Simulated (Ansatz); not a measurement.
# BiB2: the cost of one run

Method: DFT PBE+D3(BJ), scalar-relativistic, plane waves, PAW, in Ansatz 0.2.0.

**1. Starting point**

Symmetry: P6/mmm, No. 191, hexagonal system. The conventional cell has a = 3.299 Å, b = 3.299 Å, c = 19.000 Å, α = 90.00°, β = 90.00°, γ = 120.00°. B (site symmetry 3m) has 3 B at 1.90 Å and 3 Bi at 2.00 Å as nearest neighbours. Around Bi (site symmetry 6mm) lie 6 B at 2.00 Å.

Structure file:

```
B Bi
1.0
     3.29899    0.00000    0.00000
    -1.64950    2.85701    0.00000
     0.00000    0.00000   19.00000
B Bi
4 2
Direct
  0.33333 0.66667 0.38187
  0.66667 0.33333 0.38187
  0.33333 0.66667 0.61813
  0.66667 0.33333 0.61813
  0.00000 0.00000 0.41474
  0.00000 0.00000 0.58526
```

The cell is invented: sheets of the MB2-top type as a bilayer. The dimensions are guesses.

Only a and b are periodic; c spans vacuum, so the box's volume, pressure and space group aren't properties of the sheet.

**2. Probe: one point on a coarse mesh**

Contents of input.yaml:

```yaml
crystal:
  lattice:
    - [3.29899142, 0.0, 0.0]
    - [-1.64949571, 2.85701038, 0.0]
    - [0.0, 0.0, 19.0]
  atoms:
    - { symbol: B, position: [0.33333333, 0.66666667, 0.38187291] }
    - { symbol: B, position: [0.66666667, 0.33333333, 0.38187291] }
    - { symbol: B, position: [0.33333333, 0.66666667, 0.61812709] }
    - { symbol: B, position: [0.66666667, 0.33333333, 0.61812709] }
    - { symbol: Bi, position: [0.0, 0.0, 0.41473684] }
    - { symbol: Bi, position: [0.0, 0.0, 0.58526316] }
  periodic: [true, true, false]
basis:
  ecutwfc: 420
kpoints:
  mp_grid: { grid: [6, 6, 1] }
hamiltonian:
  xc: pbe
  dispersion: d3bj
scf:
  occupations: { method: gaussian, width: 0.1 }
  lower_state_search: "off"
output:
  forces: true
  stress: true
  eigenvalues: true
```

On the command line:

```
$ ansatz run input.yaml --threads 1 --pin off --max-ram 2048MiB --backend cpu --events-out ev --progress --plain --runs-dir out
```

Q: Estimate wall time and peak memory on 1 thread of AMD EPYC 9R45 (Zen 5), shared host.

About 2.4 s, with a peak of 0.55 GiB.
